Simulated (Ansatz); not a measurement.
# Sn10H16 hole sphere (InSn9H16) (doublet): trial inputs and their diagnosis

2 inputs were typed for Sn10H16 hole sphere (InSn9H16) (doublet). Each is run as it stands; the log then has to tell whether the result can be used.

Computed with Ansatz 0.2.0, Gaussian basis. Level: the settings change from run to run.

## (1) The molecule

An earlier PBE-D4/def2-SVP relaxation fixed the geometry. Sn, In take a core potential in def2 sets; no spin-orbit term is included.

26 atoms, charge 0, spin multiplicity 2.

Atoms are counted from 1 here; the program's logs count them from 0.

Bond lengths: Sn1–Sn5 2.817 Å, Sn1–Sn7 2.816 Å, Sn1–Sn8 2.816 Å, Sn1–H11 1.744 Å, Sn2–Sn6 2.816 Å, Sn2–Sn7 2.816 Å, Sn2–Sn9 2.828 Å, Sn2–H12 1.744 Å, Sn3–Sn5 2.818 Å, Sn3–Sn6 2.816 Å, Sn3–Sn10 2.830 Å, Sn3–H13 1.745 Å, In4–Sn8 2.804 Å, In4–Sn9 2.943 Å, In4–Sn10 2.953 Å, In4–H14 1.752 Å, Sn5–H15 1.738 Å, Sn5–H16 1.738 Å and more. Angles: Sn5–Sn1–Sn7 108.5°, Sn5–Sn1–Sn8 109.5°, Sn5–Sn1–H11 107.5°, Sn7–Sn1–Sn8 110.5°, Sn7–Sn1–H11 107.8°, Sn8–Sn1–H11 113.1°, Sn6–Sn2–Sn7 110.0°, Sn6–Sn2–Sn9 105.0°, Sn6–Sn2–H12 111.1°, Sn7–Sn2–Sn9 112.8°, Sn7–Sn2–H12 110.7°, Sn9–Sn2–H12 107.1°, Sn5–Sn3–Sn6 110.5°, Sn5–Sn3–Sn10 112.4°, Sn5–Sn3–H13 110.7°, Sn6–Sn3–Sn10 105.4°, Sn6–Sn3–H13 111.3°, Sn10–Sn3–H13 106.4° and more.

## (2) Try 1

The input, in.yaml:

```yaml
crystal:
  periodic: [false, false, false]
  atoms:
    - {symbol: Sn, position_ang: [-1.680172, 1.681561, -1.686578]}
    - {symbol: Sn, position_ang: [1.569217, -1.614154, -1.589220]}
    - {symbol: Sn, position_ang: [-1.571876, -1.619097, 1.548623]}
    - {symbol: In, position_ang: [1.622206, 2.103729, 1.599495]}
    - {symbol: Sn, position_ang: [-3.235300, 0.040474, -0.006468]}
    - {symbol: Sn, position_ang: [-0.078783, -3.345659, -0.101151]}
    - {symbol: Sn, position_ang: [-0.006506, 0.034947, -3.240542]}
    - {symbol: Sn, position_ang: [-0.144747, 3.444250, -0.116674]}
    - {symbol: Sn, position_ang: [3.030949, -0.153349, 0.341886]}
    - {symbol: Sn, position_ang: [0.343149, -0.146473, 3.022007]}
    - {symbol: H, position_ang: [-2.770926, 2.504733, -2.769690]}
    - {symbol: H, position_ang: [2.725685, -2.511234, -2.537841]}
    - {symbol: H, position_ang: [-2.511536, -2.512105, 2.717429]}
    - {symbol: H, position_ang: [2.698478, 2.979771, 2.669410]}
    - {symbol: H, position_ang: [-4.306652, -0.985269, -0.913160]}
    - {symbol: H, position_ang: [-4.219561, 0.999964, 1.056704]}
    - {symbol: H, position_ang: [-1.113375, -4.292039, -1.125040]}
    - {symbol: H, position_ang: [0.868270, -4.442090, 0.855107]}
    - {symbol: H, position_ang: [-0.927747, -0.992967, -4.297666]}
    - {symbol: H, position_ang: [1.037982, 0.993753, -4.244786]}
    - {symbol: H, position_ang: [0.674856, 4.511237, -1.223035]}
    - {symbol: H, position_ang: [-1.283168, 4.442386, 0.742965]}
    - {symbol: H, position_ang: [4.420343, 0.653482, -0.352854]}
    - {symbol: H, position_ang: [3.669094, -1.259349, 1.521922]}
    - {symbol: H, position_ang: [-0.362005, 0.702056, 4.381732]}
    - {symbol: H, position_ang: [1.527923, -1.226156, 3.701424]}
basis:
  gaussian: {orbitals: def2-TZVP, fitting: {mean_field: def2-universal-jkfit}}
magnetization: {spin_polarized: true, initial_magnetization: 1}
hamiltonian: {xc: {name: TPSS}}
output: {forces: true}
```

Command:

```console
$ ansatz run in.yaml --threads 2 --pin off --events-out ev --progress --plain --max-ram 32768MiB --backend cuda --devices 0, --max-vram 18GiB
```

What it wrote:

```text
Error: YAML parse error: error: line 33 column 19: hamiltonian.xc: no functional is named "TPSS"; the names, which are not case-sensitive, are SVWN5, SPW92, PBE, PBE0, PBEsol, revPBE, revPBE0, RPBE, rPW86-PBE, HSE06, wPBEh, LC-wPBE, HISS, HF, BLYP, B3LYP, B3LYP5, BHLYP, CAM-B3LYP, r2SCAN, r2SCANh, r2SCAN0, r2SCAN50, m-r2SCAN, B97, wB97, wB97X, wB97X-V, B97M-V, wB97M-V, B2PLYP, B2GP-PLYP, PBE0-DH, PBE-QIDH
  --> <input>:33:19
   |
31 |   gaussian: {orbitals: def2-TZVP, fitting: {mean_field: def2-universal-jkfit}}
32 | magnetization: {spin_polarized: true, initial_magnetization: 1}
33 | hamiltonian: {xc: {name: TPSS}}
   |                   ^ hamiltonian.xc: no functional is named "TPSS"; the names, which are not case-sensitive, are SVWN5, SPW92, PBE, PBE0, PBEsol, revPBE, revPBE0, RPBE, rPW86-PBE, HSE06, wPBEh, LC-wPBE, HISS, HF, BLYP, B3LYP, B3LYP5, BHLYP, CAM-B3LYP, r2SCAN, r2SCANh, r2SCAN0, r2SCAN50, m-r2SCAN, B97, wB97, wB97X, wB97X-V, B97M-V, wB97M-V, B2PLYP, B2GP-PLYP, PBE0-DH, PBE-QIDH
34 | output: {forces: true}
   |
```

It took 0.05 s on 1 × H100 (card shared with other runs) with 2 threads of AMD EPYC 7R13, shared host.

Diagnosis: Refused before any calculation. The method's name isn't one that the program takes here. To mend it, name a functional that the program knows.

## (3) Try 2

The input, in.yaml:

```yaml
crystal:
  periodic: [false, false, false]
  atoms:
    - {symbol: Sn, position_ang: [-1.680172, 1.681561, -1.686578]}
    - {symbol: Sn, position_ang: [1.569217, -1.614154, -1.589220]}
    - {symbol: Sn, position_ang: [-1.571876, -1.619097, 1.548623]}
    - {symbol: In, position_ang: [1.622206, 2.103729, 1.599495]}
    - {symbol: Sn, position_ang: [-3.235300, 0.040474, -0.006468]}
    - {symbol: Sn, position_ang: [-0.078783, -3.345659, -0.101151]}
    - {symbol: Sn, position_ang: [-0.006506, 0.034947, -3.240542]}
    - {symbol: Sn, position_ang: [-0.144747, 3.444250, -0.116674]}
    - {symbol: Sn, position_ang: [3.030949, -0.153349, 0.341886]}
    - {symbol: Sn, position_ang: [0.343149, -0.146473, 3.022007]}
    - {symbol: H, position_ang: [-2.770926, 2.504733, -2.769690]}
    - {symbol: H, position_ang: [2.725685, -2.511234, -2.537841]}
    - {symbol: H, position_ang: [-2.511536, -2.512105, 2.717429]}
    - {symbol: H, position_ang: [2.698478, 2.979771, 2.669410]}
    - {symbol: H, position_ang: [-4.306652, -0.985269, -0.913160]}
    - {symbol: H, position_ang: [-4.219561, 0.999964, 1.056704]}
    - {symbol: H, position_ang: [-1.113375, -4.292039, -1.125040]}
    - {symbol: H, position_ang: [0.868270, -4.442090, 0.855107]}
    - {symbol: H, position_ang: [-0.927747, -0.992967, -4.297666]}
    - {symbol: H, position_ang: [1.037982, 0.993753, -4.244786]}
    - {symbol: H, position_ang: [0.674856, 4.511237, -1.223035]}
    - {symbol: H, position_ang: [-1.283168, 4.442386, 0.742965]}
    - {symbol: H, position_ang: [4.420343, 0.653482, -0.352854]}
    - {symbol: H, position_ang: [3.669094, -1.259349, 1.521922]}
    - {symbol: H, position_ang: [-0.362005, 0.702056, 4.381732]}
    - {symbol: H, position_ang: [1.527923, -1.226156, 3.701424]}
basis:
  gaussian: {orbitals: def2-mTZVP, fitting: {mean_field: def2-universal-jkfit}}
magnetization: {spin_polarized: true, initial_magnetization: 9}
hamiltonian: {xc: {name: rPW86-PBE}}
scf: {omitted_lower_state_checks: [starts]}
```

The command is unchanged.

What it wrote (excerpt; [...] marks lines left out):

```text
Functional definition: rPW86-PBE
  name "rPW86-PBE"
  cite "Murray, Lee & Langreth, J. Chem. Theory Comput. 5, 2754 (2009) doi:10.1021/ct900365q"
  cite "Perdew, Burke & Ernzerhof, Phys. Rev. Lett. 77, 3865 (1996) doi:10.1103/PhysRevLett.77.3865"
  parent pbe
[...]
2468 factors; integrals over basis functions are off by at most 6.3e-1 eV
[...]
mean field -57965.50413789 eV, -2130.1929866377 hartree, gradient 2.4e-6 eV, S^2 24.757511; 0 other end points of the search recorded, 0 dependent functions left out
reference -57965.50443696 eV, -2130.1929976283 hartree; 122, 113 occupied and 286, 295 virtual orbitals, 2468 factors
Total energy: -57965.50443696 eV, -2130.1929976283 hartree
Checks for a lower state left out: starts
```

Run time: 25 s. Hardware: 1 × H100 (card shared with other runs) with 2 threads of AMD EPYC 7R13, shared host; peak host memory 1.4 GiB.

What is wrong: The run converged, but a converged run isn't a right one. The spin is set far too high for this molecule. It asks for 9 unpaired electrons; the ground state has 1. Its energy belongs to an excited spin state, not the ground state. Cure: set initial_magnetization back to that of the ground state.

## (4) How the tries ended

```tsv
try	level	ended	cause	time
1	TPSS/def2-TZVP	refused	the method's name isn't one that the program takes here	0.05 s
2	rPW86-PBE/def2-mTZVP	converged	the spin is set far too high for this molecule	25 s
```

1 refused, 1 converged. A refusal costs next to no computing time. The dangerous case is the input that converges on a wrong geometry, charge, spin, basis or grid: often only a look at the input shows it.
